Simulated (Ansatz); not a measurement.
**C2H7ClSSi: up Jacob's ladder to CCSD(T)**

How much do the methods differ for C2H7ClSSi? The plan is to run it at one geometry with functionals of several rungs and with coupled cluster. The yardstick is the atomisation energy at the CCSD(T) limit.

Computed with Ansatz 0.2.0, Gaussian basis. Level: functionals in def2-TZVPP, the program's frozen cores in correlated methods.

Levels to be run: LDA (SPW92), PBE-D4, revPBE-D4, BLYP-D4, r2SCAN-D4, B97M-V, PBE0-D4, B3LYP-D4, r2SCANh-D4, r2SCAN0-D4, HSE06-D4, BHLYP-D4, CAM-B3LYP-D4, LC-ωPBE, ωB97X-V, ωB97M-V, B2PLYP, PBE-QIDH; CCSD(T)/def2-SVP; CCSD(T)/def2-TZVPP; MP2/def2-QZVPP; extrapolation to the limit; RPA on PBE.

### Step 1. Structure used throughout

The geometry comes from an earlier relaxation with PBE0-D4 in a triple-zeta def2 set; it is a stationary point, not always the lowest conformer.

SMILES `CS[SiH](C)Cl`, 12 atoms, charge 0, spin multiplicity 1.

Atoms are counted from 1 here; the program's logs count them from 0.

Bond lengths: C1–S2 1.816 Å, C1–H6 1.090 Å, C1–H7 1.089 Å, C1–H8 1.089 Å, S2–Si3 2.114 Å, Si3–C4 1.853 Å, Si3–Cl5 2.069 Å, Si3–H9 1.484 Å, C4–H10 1.092 Å, C4–H11 1.092 Å, C4–H12 1.093 Å. Angles: S2–C1–H6 111.0°, S2–C1–H7 110.6°, S2–C1–H8 106.7°, H6–C1–H7 110.1°, H6–C1–H8 109.1°, H7–C1–H8 109.2°, C1–S2–Si3 99.7°, S2–Si3–C4 108.6°, S2–Si3–Cl5 110.8°, S2–Si3–H9 109.9°, C4–Si3–Cl5 109.6°, C4–Si3–H9 113.2°, Cl5–Si3–H9 104.6°, Si3–C4–H10 110.1°, Si3–C4–H11 110.5°, Si3–C4–H12 110.3°, H10–C4–H11 108.5°, H10–C4–H12 108.7° and more.

### Step 2. LDA

This LDA is Slater exchange with PW92 correlation.

File in.yaml:

```yaml
crystal:
  periodic: [false, false, false]
  atoms:
    - {symbol: C, position_ang: [-0.755630, 2.244692, -0.284909]}
    - {symbol: S, position_ang: [0.495893, 1.058615, -0.854795]}
    - {symbol: Si, position_ang: [-0.076083, -0.632321, 0.277562]}
    - {symbol: C, position_ang: [1.043073, -2.043231, -0.160294]}
    - {symbol: Cl, position_ang: [0.059876, -0.241184, 2.304424]}
    - {symbol: H, position_ang: [-1.761704, 1.883474, -0.497125]}
    - {symbol: H, position_ang: [-0.644070, 2.437285, 0.781339]}
    - {symbol: H, position_ang: [-0.586096, 3.168934, -0.835882]}
    - {symbol: H, position_ang: [-1.511307, -0.932400, 0.049560]}
    - {symbol: H, position_ang: [0.779349, -2.927100, 0.424338]}
    - {symbol: H, position_ang: [2.082841, -1.786493, 0.051354]}
    - {symbol: H, position_ang: [0.950761, -2.285673, -1.221572]}
basis:
  gaussian: {orbitals: def2-TZVPP}
hamiltonian: {xc: lda}
output: {orbitals: {seedname: orbitals}}
```

The run is started by

```sh
> ansatz run in.yaml --threads 4 --pin off --events-out ev --progress --plain --max-ram 10444MiB
```

After this run come: PBE-D4 (GGA); revPBE-D4 (GGA); BLYP-D4 (GGA); r2SCAN-D4 (meta-GGA); B97M-V (meta-GGA); PBE0-D4 (hybrid); B3LYP-D4 (hybrid); r2SCANh-D4 (hybrid); r2SCAN0-D4 (hybrid); HSE06-D4 (hybrid); BHLYP-D4 (hybrid); CAM-B3LYP-D4 (range-separated); LC-ωPBE (range-separated); ωB97X-V (range-separated); ωB97M-V (range-separated); B2PLYP (double hybrid); PBE-QIDH (double hybrid); CCSD(T) in def2-SVP; CCSD(T) in def2-TZVPP; MP2 in def2-QZVPP; RPA on PBE orbitals.

**Question.** What will the summary of the whole plan be? Wanted: atomisation energy, CCSD(T)/CBS; farthest beyond LDA; mean size of error, GGA; mean size of error, meta-GGA; mean size of error, hybrid; mean size of error, range-separated; mean size of error, double hybrid; gap, smallest and largest; T1 diagnostic.

**Answer**, as computed:

```
                               quantity                                                                                         value
        atomisation energy, CCSD(T)/CBS                                                                               1023.7 kcal/mol
functionals within 5.1 kcal/mol (0.5 %)  r2SCAN-D4, PBE0-D4, B3LYP-D4, r2SCANh-D4, HSE06-D4, CAM-B3LYP-D4, ωB97X-V, ωB97M-V, PBE-QIDH
                    farthest beyond LDA                                                                     BHLYP-D4 (-22.7 kcal/mol)
                mean size of error, GGA                                                                                 10.4 kcal/mol
           mean size of error, meta-GGA                                                                                  5.2 kcal/mol
             mean size of error, hybrid                                                                                  6.2 kcal/mol
    mean size of error, range-separated                                                                                  5.0 kcal/mol
      mean size of error, double hybrid                                                                                  9.8 kcal/mol
              gap, smallest and largest                                                     4.98 eV (LDA (SPW92)), 12.16 eV (LC-ωPBE)
                          T1 diagnostic                                                                                        0.0098
triples share of the correlation energy                                                                                         4.1 %
```

LDA overbinds by 128.6 kcal/mol (13 %). PBE-D4 is off by +10.8 kcal/mol. Double hybrids carry the basis error of their MP2 part in triple zeta, and no dispersion term here, so their miss is partly the set-up's. By mean error the best rung here is range-separated (5.0 kcal/mol) and the worst beyond LDA is GGA (10.4 kcal/mol). double hybrid functionals lie within the reference's doubt of that worst mean (9.8 kcal/mol), so those two tie. The gap between the best rungs is small, so their order is not settled. The reference freezes the cores and leaves out relativity and excitations past (T), so misses under about 5.1 kcal/mol can't be ranked. Hartree-Fock recovers 75 % of the binding; the rest is correlation. CCSD(T) in def2-SVP is off by -64.4 kcal/mol, so the small basis spoils what the method gains. The gap grows from 5.0 to 12.2 eV across the functionals, mostly with the share of exact exchange.
